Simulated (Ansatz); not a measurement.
# AlClF2H4O2: the cost of one run

Program: Ansatz 0.2.0. Level of theory: UKS PBE/STO-3G. These are calculated values, not measurements.

## 1. The structure to begin with

Bond lengths: Al1–Cl2 2.602 Å, Al1–O3 1.628 Å, Al1–O4 1.629 Å, Al1–F6 2.111 Å, O3–H9 0.942 Å, O4–H10 0.944 Å. Angles: Cl2–Al1–O3 103.4°, Cl2–Al1–O4 108.2°, Cl2–Al1–F6 88.9°, O3–Al1–O4 131.0°, O3–Al1–F6 106.1°, O4–Al1–F6 111.0°, Al1–O3–H9 164.4°, Al1–O4–H10 158.8°.

As a file:

```xyz
10

Al   -0.6196   -0.6975   -0.2832
Cl    1.3183    0.4869   -1.5520
O     0.0781   -2.0508    0.2934
O    -1.9907   -0.4819   -1.1353
H     0.5562    1.4006    1.2811
F    -0.4453    0.7471    1.2462
H     1.7271    1.4323   -0.1390
F     1.6033    1.8880    0.9620
H     0.5041   -2.6908    0.8383
H    -2.7314   -0.0341   -1.5115
```

## 2. Run 1

150 steps of 0.5 fs at constant energy, with velocities drawn for 600 K.

Input file input.yaml:

```yaml
crystal:
  periodic: [false, false, false]
  atoms:
    - { symbol: Al, position_ang: [-0.6196, -0.6975, -0.2832] }
    - { symbol: Cl, position_ang: [1.3183, 0.4869, -1.552] }
    - { symbol: O, position_ang: [0.0781, -2.0508, 0.2934] }
    - { symbol: O, position_ang: [-1.9907, -0.4819, -1.1353] }
    - { symbol: H, position_ang: [0.5562, 1.4006, 1.2811] }
    - { symbol: F, position_ang: [-0.4453, 0.7471, 1.2462] }
    - { symbol: H, position_ang: [1.7271, 1.4323, -0.139] }
    - { symbol: F, position_ang: [1.6033, 1.888, 0.962] }
    - { symbol: H, position_ang: [0.5041, -2.6908, 0.8383] }
    - { symbol: H, position_ang: [-2.7314, -0.0341, -1.5115] }
magnetization:
  spin_polarized: true
basis:
  gaussian: { orbitals: STO-3G }
hamiltonian:
  xc: pbe
md:
  timestep: 0.5
  n_steps: 150
  ensemble: nve
  temperature: 600.0
  initial_velocities: maxwell_boltzmann
  seed: 197696
```

On the command line:

```console
ansatz run input.yaml --threads 1 --pin off --max-ram 2048MiB --backend cpu --events-out ev --progress --plain --runs-dir out
```

What time and memory should one allow on 1 thread of Arm Neoverse V1, shared host?

About 9.6 min, with a peak of 0.12 GiB.
